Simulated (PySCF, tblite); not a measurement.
# C5H7NO: geometry, infrared bands and NMR shifts

Wanted: the infrared bands and NMR shifts of C5H7NO (`CCC(=O)CC#N`), by calculation.

The runs use tblite 0.8.0 and PySCF 2.14.0, with density-fitted response routines of our own; the level of theory stands in each step. All values are computed, except where a source is named. Atoms count from 0, in the outputs and in this text.

### Step 1. The molecule as given

14 atoms, charge 0, multiplicity 1; geometry from: force field or distance geometry start.

Bonds of the start (Å): C0–C1 1.51, C1–C2 1.53, C2–O3 1.23, C2–C4 1.50, C4–C5 1.45, C5–N6 1.16, C0–H7 1.09, C0–H8 1.10, C0–H9 1.10, C1–H10 1.10, C1–H11 1.08, C4–H12 1.10, C4–H13 1.10.

### Step 2. Optimising the geometry with GFN2-xTB

The job: settings as JSON, then the geometry in Å.

```
{"job": {"kind": "relax", "xc": "GFN2-xTB", "basis": "xTB"}, "charge": 0, "multiplicity": 1}
C     -1.988700    -0.044700     0.693900
C     -0.589200     0.429500     0.381700
C      0.187500    -0.561300    -0.482000
O     -0.278200    -1.656300    -0.789300
C      1.513600    -0.111400    -1.018300
C      2.445500     0.166600     0.057700
N      3.185700     0.415000     0.920800
H     -1.983400    -0.988700     1.240700
H     -2.513900     0.694100     1.311800
H     -2.574500    -0.186500    -0.222900
H     -0.040000     0.555200     1.328300
H     -0.630800     1.384000    -0.128200
H      1.349800     0.777500    -1.638800
H      1.915900    -0.898400    -1.677500
```

The run is started by

```
> OMP_NUM_THREADS=1 python probes_run.py task.json out
```

This one command runs all jobs of the session in turn.

**Question.** This job is followed by: GFN2-xTB harmonic vibrations, gas phase; GIAO PBE0/pcSseg-1 NMR shielding, non-relativistic, gas phase. Predict these results of the whole session: strongest single infrared mode (GFN2-xTB); zero-point energy (GFN2-xTB); ¹³C shifts against TMS (PBE0/pcSseg-1); ¹H shifts against TMS (PBE0/pcSseg-1, means over atoms taken as alike); ¹⁷O shifts against H2O (PBE0/pcSseg-1); ¹⁵N shifts against NH3 (PBE0/pcSseg-1).

The runs gave:

| quantity | value |
| --- | --- |
| strongest single infrared mode (GFN2-xTB) | 1792 cm⁻¹, 378 km/mol |
| zero-point energy (GFN2-xTB) | 68.6 kcal/mol |
| ¹³C shifts against TMS (PBE0/pcSseg-1) | 205.6, 120.3, 37.4, 33.3, 9.1 ppm |
| ¹H shifts against TMS (PBE0/pcSseg-1, means over atoms taken as alike) | 3.14, 2.92, 1.13 ppm |
| ¹⁷O shifts against H2O (PBE0/pcSseg-1) | 680.2 ppm |
| ¹⁵N shifts against NH3 (PBE0/pcSseg-1) | 308.7 ppm |

Over 57 steps the energy fell by 0.122 eV; of the close pairs, C2–C4 changed most, 1.500 to 1.536 Å. No mode is imaginary among the 36: a minimum at this level. The strongest single mode, at 1792 cm⁻¹, moves mainly C2 and O3. Unscaled tight-binding wavenumbers are off by several per cent, some by more. Its intensities can rank the bands wrongly. C2 (ketone carbonyl carbon) lies farthest downfield among carbon, at 205.6 ppm; low-lying n→π* states of the double bond to the heteroatom give a large paramagnetic term (-270 ppm). At PBE0/pcSseg-1: The widest tensor belongs to O3: span 1292 ppm, with a paramagnetic part of -744 ppm.
